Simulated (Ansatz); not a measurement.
Consider a rigid torsion scan of C2H4AlBS, SMILES BS[C]1=[CH][AlH]1 (Ansatz 0.2.0, Python API).

The script, `torsion_c2h4albs.py`:
```python
"""Energy of C2H4AlBS as one group turns about a bond."""

import ansatz as az
from ase import Atoms

BASIS_SET = "def2-SVP"
XC = "b3lyp"
FMAX = 0.02


def main() -> None:
    atoms = Atoms(["B", "S", "C", "C", "Al", "H", "H", "H", "H"], positions=[
        (0.334, 1.4386, -1.4734),
        (1.6589, 0.7192, -0.4529),
        (0.5017, -0.4025, 0.3482),
        (-0.0354, -1.6791, 0.3549),
        (-0.5683, -0.6698, 1.7673),
        (-0.3191, 2.4259, -1.073),
        (0.0395, 1.024, -2.5335),
        (-0.21, -2.6268, -0.1442),
        (-1.3128, -0.2759, 3.1895),
    ])

    # start the scan from a relaxed geometry
    first = (
        az.Crystal.molecule_from_ase(atoms).calculation()
        .basis(gaussian=BASIS_SET)
        .functional(XC)
        .relax(force_tolerance=FMAX, max_steps=80)
    )
    atoms.positions = first.run(threads=1, pin="off").report["positions_ang"]

    start = atoms.get_dihedral(2, 1, 0, 5)
    energies = {}
    for turn in range(0, 360, 40):
        turned = atoms.copy()
        turned.set_dihedral(2, 1, 0, 5, start + turn, indices=[0, 5, 6])
        job = (
            az.Crystal.molecule_from_ase(turned).calculation()
            .basis(gaussian=BASIS_SET)
            .functional(XC)
        )
        energies[round((start + turn) % 360)] = job.run(threads=1, pin="off").report["free_energy_ev"]
    floor = min(energies.values())
    print("dihedral C2-S1-B0-H5 (deg)   E - E(min) (eV)")
    for angle, e in sorted(energies.items()):
        print(f"{angle:8d} {(e - floor):14.3f}  " + "#" * int(30 * (e - floor) / max(max(energies.values()) - floor, 1e-9)))


if __name__ == "__main__":
    main()
```

Where along the turn do the lowest and the highest point lie, and how far apart are they?

The lowest point is at 360° and the highest at 80°, 0.952 eV (91.9 kJ/mol) above it, with the rest of the molecule held.

The output:

```console
$ python torsion_c2h4albs.py
dihedral C2-S1-B0-H5 (deg)   E - E(min) (eV)
      40          0.336  ##########
      80          0.952  #############################
     120          0.683  #####################
     160          0.108  ###
     200          0.107  ###
     240          0.683  #####################
     280          0.952  ##############################
     320          0.337  ##########
     360          0.000
```

The scan is rigid and the energies are electronic, in a modest basis. With rigid groups the curve can differ much from the relaxed path, the start wasn't checked as a minimum of this torsion, and equivalent turns needn't return to the same energy. b3lyp holds the VWN-RPA fit, as in Gaussian; the form of ORCA and Turbomole is b3lyp5. It ran for 2.2 min on 1 thread of Arm Neoverse V2, with other jobs on the host, peak memory 0.28 GiB.
